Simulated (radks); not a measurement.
**Zr²⁺ in [Kr] 4d2: an all-electron calculation**

Aim: the levels, the sizes of the orbitals and the parts of the energy of the zirconium ion Zr2+.

Method: Dirac Kohn-Sham, PBE, spin-unpolarised, spherical densities, finite nucleus; open shells are shared between the two j in proportion to 2j + 1. Code: radks (a radial shooting solver on a logarithmic mesh, Libxc functionals) version 1.

### Step 1. What is computed

* element: zirconium (Z = 40)
* charge: +2
* electrons: 38
* configuration: [Kr] 4d2
* nuclear rms radius: 4.2694 fm

Outer shells as boxes (Hund's rule):

Zr²⁺
```
[Kr] core
4d [↑ ][↑ ][  ][  ][  ]
```

### Step 2. Self-consistent calculation

Settings of this run:

```text
Z 40
configuration [Kr] 4d2
relativity Dirac
functional pbe,pbe
spin unpolarised
j_filling average
nucleus finite rms 4.2694 fm
c 137.035999084
```

Launch:

```sh
$ python run_ks.py task.json out
```

All runs below come from this command, one after another.

Q: Predict the outcome of this run.

The runs gave:

```
                        quantity                   value
                    total energy     -3598.17629 hartree
exchange-correlation share of it                  3.16 %
                            −T/E                  1.0334
          highest occupied level       4d5/2, -17.236 eV
    most extended occupied level  4d5/2, <r> = 2.02 bohr
 radius at density 0.001 e/bohr³               3.65 bohr
    maxima of the radial density                       3
         ionisation energy, NIST   23.170 (semi-emp.) eV
```

What this shows: The radial density shows 3 maxima for 4 occupied principal shells; where shells overlap, one shows as a shoulder or not at all. Relativity lifts −T/E to 1.033. Minus the highest eigenvalue, 17.236 eV, is 74 % of the tabulated ionisation energy (23.170 eV); the potential of a semilocal functional falls off too fast, so its top eigenvalue is too shallow. Spin polarisation and multiplet splitting are left out. Sharing an open shell by 2j + 1 raises it above the true ground level by a part of the spin-orbit splitting, which enters the differences from NIST.
